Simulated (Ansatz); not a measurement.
**C₂H₆FMoNO₂: basis-set convergence**

One table from this session's results is given with a row withheld; the runs are named, their logs left out.

Method: one geometry, several basis sets; program: Ansatz 0.2.0, Gaussian basis.

The runs, in order: PBE0-D4/def2-SVP; ωB97M-V/def2-SVP; PBE0-D4/def2-QZVPP; ωB97M-V/def2-QZVPP; the functionals' def2-TZVPP values are taken from earlier runs.

### Structure used throughout

The geometry comes from an earlier relaxation with PBE0-D4 in a triple-zeta def2 set; it is a stationary point, not always the lowest conformer. Mo takes the def2 core potential; no spin-orbit term is included.

SMILES `C[N](C)[Mo](=[O])(=[O])[F]`, 13 atoms, charge 0, spin multiplicity 1.

Atoms are counted from 1 here; the program's logs count them from 0.

Bond lengths: C1–N2 1.449 Å, C1–H8 1.096 Å, C1–H9 1.090 Å, C1–H10 1.096 Å, N2–C3 1.449 Å, N2–Mo4 1.905 Å, C3–H11 1.096 Å, C3–H12 1.096 Å, C3–H13 1.090 Å, Mo4–O5 1.681 Å, Mo4–O6 1.680 Å, Mo4–F7 1.861 Å. Angles: N2–C1–H8 110.3°, N2–C1–H9 110.9°, N2–C1–H10 110.3°, H8–C1–H9 108.5°, H8–C1–H10 108.3°, H9–C1–H10 108.5°, C1–N2–C3 113.7°, C1–N2–Mo4 123.2°, C3–N2–Mo4 122.9°, N2–C3–H11 110.2°, N2–C3–H12 110.3°, N2–C3–H13 110.9°, H11–C3–H12 108.3°, H11–C3–H13 108.5°, H12–C3–H13 108.5°, N2–Mo4–O5 107.8°, N2–Mo4–O6 107.7°, N2–Mo4–F7 108.6° and more.

Set-up of the first run:

File in.yaml:

```yaml
crystal:
  periodic: [false, false, false]
  atoms:
    - {symbol: C, position_ang: [-0.692238, -0.435226, 1.284950]}
    - {symbol: N, position_ang: [0.006391, -0.118479, 0.055790]}
    - {symbol: C, position_ang: [1.062223, -1.054818, -0.272904]}
    - {symbol: Mo, position_ang: [-0.336668, 1.453988, -0.962992]}
    - {symbol: O, position_ang: [1.107653, 1.924723, -1.681895]}
    - {symbol: O, position_ang: [-0.917470, 2.629075, 0.088556]}
    - {symbol: F, position_ang: [-1.608466, 1.053872, -2.261837]}
    - {symbol: H, position_ang: [-1.206781, -1.398204, 1.191606]}
    - {symbol: H, position_ang: [-1.430492, 0.330664, 1.520798]}
    - {symbol: H, position_ang: [0.017144, -0.503901, 2.117993]}
    - {symbol: H, position_ang: [0.643423, -2.051965, -0.449216]}
    - {symbol: H, position_ang: [1.779546, -1.124076, 0.553242]}
    - {symbol: H, position_ang: [1.596035, -0.740253, -1.169293]}
basis:
  gaussian: {orbitals: def2-SVP}
hamiltonian: {xc: pbe0, dispersion: d4}
output: {orbitals: {seedname: orbitals}}
```

Command:

```
$ ansatz run in.yaml --threads 2 --pin off --events-out ev --progress --plain --max-ram 32768MiB --backend cpu
```

Steps of the session up to this table: PBE0-D4 in def2-SVP; ωB97M-V in def2-SVP; PBE0-D4 in def2-QZVPP; ωB97M-V in def2-QZVPP.

One of the session's tables, all rows but one given; the rest of the session is left out.

It belongs to the step «Density functionals: the series». 

```
functional       basis  HOMO (eV)  LUMO (eV)
   PBE0-D4    def2-SVP      -7.81      -2.02
   PBE0-D4  def2-TZVPP      -7.83      -2.02
   PBE0-D4  def2-QZVPP      -7.85      -2.03
   ωB97M-V    def2-SVP     -10.01       0.11
   ωB97M-V  def2-TZVPP     -10.04       0.11
   ωB97M-V  def2-QZVPP          ?          ?
```

**Question.** Estimate the row for ωB97M-V, def2-QZVPP.

As computed: HOMO (eV): -10.06; LUMO (eV): 0.07. In the column «HOMO (eV)» it is the lowest.
